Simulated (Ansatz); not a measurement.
Predict the output of the script below (Ansatz's Python interface).

Script `opt_c2h6n2osi.py`:
```python
import ansatz as az
import numpy as np

geometry_ang = [
    ("N", [-0.6881, -2.7608, -0.1673]),
    ("C", [-0.4474, -1.6461, 0.1581]),
    ("C", [-0.1003, -0.2749, 0.6132]),
    ("N", [-0.7043, 0.0935, 1.8535]),
    ("O", [-0.3956, 0.7016, -0.3584]),
    ("Si", [0.7089, 1.0764, -1.5307]),
    ("H", [1.0308, -0.2584, 0.8712]),
    ("H", [-0.7166, -0.6883, 2.4949]),
    ("H", [-1.7518, 0.2391, 1.6471]),
    ("H", [1.9526, 1.5616, -0.8702]),
    ("H", [0.1412, 2.0773, -2.4302]),
    ("H", [1.0475, -0.1761, -2.2472]),
]
molecule = az.Crystal.molecule()
for symbol, xyz in geometry_ang:
    molecule = molecule.atom(symbol, xyz)

base = (
    molecule.calculation()
    .basis(gaussian="def2-SVP")
    .functional("r2scan", dispersion="d4")
)
symbols = [site.symbol for site in molecule.cartesian_sites]
start = np.array([site.position_ang for site in molecule.cartesian_sites], dtype=float)
def progress(event):
    if event["event"] == "relax_step":
        row = event["data"]
        print(f"step {row['step']:3d}  E = {row['lagrangian_ev']:.6f} eV  max force {row['allowed_force_max_ev_ang']:.4f} eV/A")


summary = base.relax(force_tolerance=0.005).session().plan().execute(on_event=progress).report
end = np.array(summary["positions_ang"])

print(f"E = {summary['free_energy_ev']:.6f} eV = {summary['free_energy_ev'] / 27.211386246:.7f} Ha")
print("converged:", summary["converged"], " doubts:", summary["published_state_doubts"] or "none")

print("bond        before    after (A)")
for i, j in [(0, 1), (1, 2), (2, 3), (2, 4), (2, 6), (3, 7), (3, 8), (4, 5), (5, 9), (5, 10), (5, 11)]:
    d0, d1 = (np.linalg.norm(xyz[i] - xyz[j]) for xyz in (start, end))
    print(f"{symbols[i]}{i}-{symbols[j]}{j}".ljust(10), f"{d0:8.4f} {d1:8.4f}")
```

```console
$ python opt_c2h6n2osi.py
step   1  E = -15063.097337 eV  max force 3.0091 eV/A
step   2  E = -15063.308782 eV  max force 0.9187 eV/A
step   3  E = -15063.342001 eV  max force 0.3029 eV/A
step   4  E = -15063.350853 eV  max force 0.3478 eV/A
step   5  E = -15063.359446 eV  max force 0.1741 eV/A
step   6  E = -15063.361712 eV  max force 0.0749 eV/A
step   7  E = -15063.363405 eV  max force 0.0578 eV/A
step   8  E = -15063.365762 eV  max force 0.1141 eV/A
step   9  E = -15063.367138 eV  max force 0.1301 eV/A
step  10  E = -15063.368757 eV  max force 0.1142 eV/A
step  11  E = -15063.370528 eV  max force 0.1039 eV/A
step  12  E = -15063.372221 eV  max force 0.0748 eV/A
step  13  E = -15063.373057 eV  max force 0.0696 eV/A
step  14  E = -15063.373583 eV  max force 0.0531 eV/A
step  15  E = -15063.373948 eV  max force 0.0264 eV/A
step  16  E = -15063.374090 eV  max force 0.0200 eV/A
step  17  E = -15063.374129 eV  max force 0.0103 eV/A
step  18  E = -15063.374143 eV  max force 0.0051 eV/A
step  19  E = -15063.374147 eV  max force 0.0026 eV/A
E = -15063.374158 eV = -553.5687900 Ha
converged: True  doubts: none
bond        before    after (A)
N0-C1        1.1859   1.1637
C1-C2        1.4859   1.4977
C2-N3        1.4279   1.4321
C2-O4        1.4088   1.4003
C2-H6        1.1603   1.1107
N3-H7        1.0113   1.0183
N3-H8        1.0775   1.0202
O4-Si5       1.6537   1.6828
Si5-H9       1.4895   1.4953
Si5-H10      1.4605   1.4840
Si5-H11      1.4822   1.4910
```

What to keep in mind:
- Total energies depend on the basis set; only differences at equal settings carry meaning.
- The end point is the stationary point reached from this start; no frequency run checks that it is a minimum, and the basis set is modest.
- It ran for 110 s on 1 thread of Intel(R) Xeon(R) 6975P-C (Granite Rapids), on a shared host, peak memory 0.26 GiB.

(Lines on the test bed's own set-up are left out of the output.)
